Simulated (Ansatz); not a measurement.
# SiH4O4 (orthosilicic acid) at BCCD(T)/def2-SVP

Aim: the vertical ionisation energy of SiH4O4 (orthosilicic acid) at BCCD(T)/def2-SVP, from 2 runs. 

Program for the calculation: Ansatz 0.2.0.

59 further runs of the same task are left out: 1 that didn't finish, 58 set aside as unsound or not needed.

## (1) The structure to begin with

SiH4O4 has 9 atoms, charge 0, and is taken as a singlet. SMILES: `O[Si](O)(O)O`. The shape is that of a PBE0-D4/def2-TZVP optimisation. This is one conformer, not always the lowest.

Bond lengths: O1–Si2 1.631 Å, Si2–O3 1.631 Å, Si2–O4 1.631 Å, Si2–O5 1.631 Å, O1–H6 0.958 Å, O3–H7 0.958 Å, O4–H8 0.958 Å, O5–H9 0.958 Å. Angles: O1–Si2–O3 106.4°, O1–Si2–O4 115.8°, O1–Si2–O5 106.4°, O3–Si2–O4 106.4°, O3–Si2–O5 115.8°, O4–Si2–O5 106.4°, Si2–O1–H6 116.6°, Si2–O3–H7 116.6°, Si2–O4–H8 116.6°, Si2–O5–H9 116.6°.

## (2) A single-point energy at BCCD(T)/def2-SVP

The input, job.yaml:

```yaml
crystal:
  periodic: [false, false, false]
  atoms:
    - {symbol: O, position_ang: [-0.969050, 0.776350, -1.057560]}
    - {symbol: Si, position_ang: [0.000010, 0.000030, -0.000040]}
    - {symbol: O, position_ang: [1.527610, 0.433680, -0.372150]}
    - {symbol: O, position_ang: [-0.043140, -1.629280, -0.059900]}
    - {symbol: O, position_ang: [-0.515400, 0.419370, 1.489460]}
    - {symbol: H, position_ang: [-0.639460, 0.869750, -1.952330]}
    - {symbol: H, position_ang: [2.226280, -0.135170, -0.046190]}
    - {symbol: H, position_ang: [-0.768040, -2.056130, 0.398680]}
    - {symbol: H, position_ang: [-0.818790, 1.321420, 1.600040]}
basis:
  gaussian: {orbitals: def2-SVP}
correlation: {method: bccd_t, frozen_orbitals: {H: 0, O: 1, Si: 5}}
accuracy: high
scf: {omitted_lower_state_checks: [cluster_reference, increment]}
```

Run with:

```
$ ansatz run job.yaml --threads 1 --pin off --max-ram 3480MiB --events-out events.jsonl --progress --plain --runs-dir runs
```

Output, shortened:

```text
Warning: RAYON_NUM_THREADS=1 ignored (pool sized by the plan → 1); use --threads N
Functional definition: HF
  name "HF"
[...]
2020 factors; integrals over basis functions are off by at most 3.8e-9 eV
[...]
mean field -16070.78670669 eV, -590.5905183004 hartree, gradient 6.4e-9 eV, S^2 0.000000; 0 other end points of the search recorded, 0 dependent functions left out
9 core orbitals not correlated: weight in the atoms' cores, before any rotation towards them, 1.000 or more for the frozen orbitals, at most 0.000 for the correlated occupied ones
reference -16070.78670669 eV, -590.5905183004 hartree; 16, 16 occupied and 69, 69 virtual orbitals, 2020 factors
second order -22.66162630 eV of doubles, -0.00000000 eV of singles
cycle   1  -22.74945128 eV  change   -8.8e-2 eV  update   9.0e-2
[...]
cycle  19  -23.23820483 eV  change   4.1e-10 eV  update   2.1e-9
perturbative correction -0.48429860 eV, -0.0177976451 hartree
Total energy: -16094.50921012 eV, -591.4623042216 hartree
Checks for a lower state left out: cluster_reference, increment
```

Wall time 36 s (1 thread of Intel Xeon 6975P-C (Granite Rapids), shared host); peak memory 0.86 GiB.

## (3) The doublet cation

The input, input.yaml:

```yaml
crystal:
  periodic: [false, false, false]
  atoms:
    - {symbol: O, position_ang: [-0.969050, 0.776350, -1.057560]}
    - {symbol: Si, position_ang: [0.000010, 0.000030, -0.000040]}
    - {symbol: O, position_ang: [1.527610, 0.433680, -0.372150]}
    - {symbol: O, position_ang: [-0.043140, -1.629280, -0.059900]}
    - {symbol: O, position_ang: [-0.515400, 0.419370, 1.489460]}
    - {symbol: H, position_ang: [-0.639460, 0.869750, -1.952330]}
    - {symbol: H, position_ang: [2.226280, -0.135170, -0.046190]}
    - {symbol: H, position_ang: [-0.768040, -2.056130, 0.398680]}
    - {symbol: H, position_ang: [-0.818790, 1.321420, 1.600040]}
basis:
  gaussian: {orbitals: def2-SVP}
total_charge: 1
magnetization: {spin_polarized: true, initial_magnetization: 1}
correlation: {method: bccd_t, frozen_orbitals: {H: 0, O: 1, Si: 5}}
accuracy: high
scf: {omitted_lower_state_checks: [cluster_reference, increment]}
```

Run with:

```
$ ansatz run input.yaml --threads 1 --pin off --max-ram 3480MiB --events-out events.jsonl --progress --plain --runs-dir runs
```

Output, shortened:

```text
Warning: RAYON_NUM_THREADS=1 ignored (pool sized by the plan → 1); use --threads N
[... 2 set-up lines as earlier in the session ...]
[...]
2019 factors; integrals over basis functions are off by at most 3.8e-9 eV
[...]
mean field -16059.67463518 eV, -590.1821572046 hartree, gradient 2.0e-8 eV, S^2 0.757273; 10 other end points of the search recorded, 0 dependent functions left out
9 core orbitals not correlated: weight in the atoms' cores, before any rotation towards them, 1.000 or more for the frozen orbitals, at most 0.000 for the correlated occupied ones
reference -16059.67463518 eV, -590.1821572046 hartree; 16, 15 occupied and 69, 70 virtual orbitals, 2019 factors
second order -21.47068777 eV of doubles, -0.00000000 eV of singles
cycle   1  -21.72667413 eV  change   -2.6e-1 eV  update   1.2e-1
[...]
cycle  84  -22.51888949 eV  change   5.0e-10 eV  update   1.3e-9
perturbative correction -0.64197922 eV, -0.0235923013 hartree
Total energy: -16082.83550390 eV, -591.0333034309 hartree
Checks for a lower state left out: cluster_reference, increment
```

Wall time 4.9 min (1 thread of Intel Xeon 6975P-C (Granite Rapids), shared host); peak memory 1.8 GiB.

## (4) What came out

Level: BCCD(T)/def2-SVP, 9 core orbitals frozen.

| quantity | value |
| --- | --- |
| singlet SiH4O4: total energy | -591.46230 Eh |
| singlet SiH4O4: correlation energy (9 core orbitals frozen) | -871.8 mEh |
| singlet SiH4O4: (T) correction | -17.80 mEh |
| doublet cation: total energy | -591.03330 Eh |
| doublet cation: correlation energy (9 core orbitals frozen) | -851.1 mEh |
| doublet cation: (T) correction | -23.59 mEh |
| doublet cation: ⟨S²⟩ of the reference determinant | 0.757 |
| vertical ionisation energy (to the doublet cation) | 11.674 eV |

In words: The vertical ionisation energy comes to 11.67 eV (1126 kJ/mol). The triples (singlet SiH4O4) make up 2.0 % of the correlation energy. The triples (doublet cation) make up 2.8 % of the correlation energy.
